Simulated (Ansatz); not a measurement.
Geometry optimisation, DFT PBE, scalar-relativistic, plane waves, PAW (Ansatz 0.2.0).

Input file:

```yaml
crystal:
  lattice:
    - [-2.45095, 4.24517, 5.3988]
    - [4.9019, 0.0, 5.3988]
    - [4.9019, 8.49034, 0.0]
  atoms:
    - { symbol: Si, position: [0.93301666, 0.40031667, 0.03349166] }
    - { symbol: Si, position: [0.56698332, 0.09968334, 0.95015832] }
    - { symbol: Si, position: [0.0, 0.0, 0.26635] }
    - { symbol: O, position: [0.03765, 0.17955, 0.116725] }
    - { symbol: O, position: [0.98176666, 0.56876667, 0.08006666] }
    - { symbol: O, position: [0.30638333, 0.57748334, 0.14030833] }
    - { symbol: O, position: [0.46234999, 0.32045001, 0.97532498] }
    - { symbol: O, position: [0.51823333, 0.93123334, 0.10533333] }
    - { symbol: O, position: [0.19361666, 0.92251667, 0.33224166] }
    - { symbol: Si, position: [0.93301666, 0.40031668, 0.53349165] }
    - { symbol: Si, position: [0.56698333, 0.09968334, 0.45015832] }
    - { symbol: Si, position: [-1.0e-08, 1.0e-08, 0.76634999] }
    - { symbol: O, position: [0.19361666, -0.07748333, 0.83224165] }
    - { symbol: O, position: [0.98176666, 0.56876668, 0.58006665] }
    - { symbol: O, position: [0.30638333, 0.57748334, 0.64030832] }
    - { symbol: O, position: [0.46234999, 0.32045001, 0.47532499] }
    - { symbol: O, position: [0.51823333, 0.93123334, 0.60533332] }
    - { symbol: Si, position: [0.43301666, 0.90031667, 0.28349166] }
    - { symbol: Si, position: [0.06698333, 0.59968334, 0.20015833] }
    - { symbol: Si, position: [0.49999999, 0.50000001, 0.51634999] }
    - { symbol: O, position: [0.53764999, 0.67955001, 0.36672499] }
    - { symbol: O, position: [0.48176666, 0.06876667, 0.33006666] }
    - { symbol: O, position: [0.80638333, 0.07748334, 0.39030832] }
    - { symbol: O, position: [0.96234999, 0.82045001, 0.22532499] }
    - { symbol: O, position: [0.01823333, 0.43123334, 0.35533333] }
    - { symbol: O, position: [0.69361666, 0.42251667, 0.58224165] }
    - { symbol: Si, position: [0.43301666, 0.90031668, 0.78349165] }
    - { symbol: Si, position: [0.06698333, 0.59968334, 0.70015832] }
    - { symbol: Si, position: [0.5, 0.5, 0.01635] }
    - { symbol: O, position: [0.53764999, 0.67955001, 0.86672499] }
    - { symbol: O, position: [0.48176666, 0.06876668, 0.83006665] }
    - { symbol: O, position: [0.80638332, 0.07748334, 0.89030832] }
    - { symbol: O, position: [0.96234999, 0.82045001, 0.72532498] }
    - { symbol: O, position: [0.01823333, 0.43123334, 0.85533332] }
    - { symbol: O, position: [0.69361666, 0.42251667, 0.08224166] }
basis:
  ecutwfc: 420.0
kpoints:
  mp_grid: { grid: [2, 2, 1] }
hamiltonian:
  xc: pbe
  pseudopotentials: { kind: paw, azcp: { folder: soft_1 } }
scf:
  occupations: { method: gaussian, width: 0.05 }
  lower_state_search: "off"
relax:
  f_tol: 0.03
  max_steps: 60
  adjacent_minimum: "off"
```

Launched with:

```bash
$ ansatz run input.yaml --threads 2 --pin off --max-ram 5120MiB --backend cpu --events-out ev --progress --plain --runs-dir out
```

Task: Where does it end, and by what steps?

Result: The forces met the threshold. Limits of this set-up: coarse k mesh, no spin, though dangling bonds at a vacancy may carry it, a small cell, in which the defect meets its images, a typed lattice constant that wasn't relaxed here. After 6 steps the energy has fallen by 1.282 eV; O13 moved furthest, 0.40 Å. Joined: Si10–Si12 (3.05 → 2.41 Å).

```tsv
step	energy less start (eV)	largest force component (eV/Å)	accepted
0	0.0000	2.525	yes
1	-0.8624	1.216	yes
2	-1.0620	1.350	yes
3	-1.1322	1.135	yes
4	-1.2747	0.167	yes
5	-1.2808	0.043	yes
6	-1.2818	0.012	yes
```

```xyz
35
Lattice="-2.4510 4.2452 5.3988 4.9019 0.0000 5.3988 4.9019 8.4903 0.0000" Properties=species:S:1:pos:R:3
Si -0.137 4.299 7.177
Si 3.762 10.422 3.609
Si 1.273 2.286 0.000
O 1.233 1.054 1.070
O 0.862 5.080 8.183
O 2.804 2.607 4.725
O 5.279 10.219 4.153
O 3.716 3.069 7.843
O 5.667 3.657 6.102
Si 2.243 8.702 7.003
Si 1.255 6.236 3.649
Si 3.848 6.186 0.156
O 3.276 7.548 0.839
O 3.228 9.226 8.204
O 5.256 6.654 4.857
O 2.784 5.982 4.149
O 6.118 7.378 7.892
Si 4.658 4.244 7.238
Si 3.771 2.220 3.475
Si 3.734 6.481 5.383
O 3.698 5.374 6.578
O 0.669 4.853 3.041
O 0.361 6.739 4.912
O 2.812 6.225 9.484
O 3.687 3.398 2.347
O 3.203 7.906 5.939
Si 7.206 8.385 7.226
Si 6.280 6.207 3.675
Si 1.353 2.241 5.350
O 6.386 9.544 6.449
O 3.244 9.018 2.991
O 2.800 10.887 4.836
O 5.236 9.989 9.770
O 6.416 7.454 2.654
O 0.757 3.583 6.028
```

Whether the end is a true minimum wasn't checked by a vibrational analysis.

Run time: 80 s on 2 threads of Intel(R) Xeon(R) Processor @ 2.50GHz (Skylake/Cascade Lake) (shared host), peak memory 0.95 GiB.
